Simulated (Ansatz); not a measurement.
Rh, space group P6_3/mmc: relaxations under a series of pressures, run with Ansatz's Python interface.

The script, `compress_rh.py`:
```python
import ansatz as az
import numpy as np
import pandas as pd

def edges_and_angles(cell):
    cell = np.asarray(cell)
    a, b, c = np.linalg.norm(cell, axis=1)
    cosines = cell[1] @ cell[2] / (b * c), cell[0] @ cell[2] / (a * c), cell[0] @ cell[1] / (a * b)
    return (a, b, c, *np.degrees(np.arccos(cosines)))

cell = (
    az.Lattice.of((2.69174, 0.0, 0.0), (-1.34587, 2.33112, 0.0), (0.0, 0.0, 8.79807))
    .atom('Rh', (0.0, 0.0, 0.0))
    .atom('Rh', (1 / 3, 2 / 3, 0.25))
    .atom('Rh', (0.0, 0.0, 0.5))
    .atom('Rh', (2 / 3, 1 / 3, 0.75))
)

setup = (
    cell.calculation()
    .kpoints(spacing=0.29)
    .basis(450)
    .functional('pbesol', dispersion='d3bj')
    .occupations('Fermi-Dirac', width=150 * az.meV)
    .pseudopotentials('paw')
)

rows = []
for pressure in [0, 2, 4, 6, 8]:
    out = setup.relax(cell=True, pressure=pressure).run(threads=1)
    cell = out.lattice.cell_ang
    n_atoms = len(out.lattice.sites)
    volume = abs(np.linalg.det(cell)) / n_atoms
    enthalpy = out.report['free_energy_ev'] / n_atoms + pressure * volume / 160.21766
    rows.append((pressure, volume, enthalpy, *edges_and_angles(cell)))
    print(f'{pressure} GPa done: {volume:.4f} A^3/atom')

table = pd.DataFrame(rows, columns=['P_GPa', 'V_A3_atom', 'H_eV_atom', 'a', 'b', 'c', 'alpha', 'beta', 'gamma'])
print(table.round(4).to_string(index=False))
p, v = np.array([row[0] for row in rows], float), np.array([row[1] for row in rows])
print('mean bulk modulus between rows (GPa):', np.round(-np.diff(p) / np.diff(np.log(v)), 1))
```

Its results, one of them left out:

| P (GPa) | relaxed V (Å³/atom) |
| --- | --- |
| 0 | 13.227 |
| 2 | ? |
| 4 | 13.065 |
| 6 | 12.987 |
| 8 | 12.912 |

What volume does the cell relax to at 2 GPa?

Murnaghan's form V = V0 (1 + B' P / B0)^(-1/B') through the 4 rows shown gives V0 = 13.227 Å³, B0 = 316.5 GPa and B' = 4.02, and so 13.144 Å³ an atom at 2 GPa. The run gave 13.144 Å³, 0.01 % away.

At a fixed pressure a relaxation lowers the enthalpy F + PV, while F alone can rise. Dispersion corrections can be off by several per cent in the lattices of metals, and by several GPa in the pressure at a fixed cell. For a metal this k-point mesh is coarse: on a finer one energies can move by several to tens of meV an atom and pressures by half a GPa or more, differences at one mesh by less. This isn't the structure that Rh takes at ambient conditions. Symmetry holds the cell in this phase, whether or not it is the stable one at each pressure. Run time: 89 s on 1 thread of Intel(R) Xeon(R) Processor @ 2.30GHz, on a shared host, peak memory 0.6 GiB.
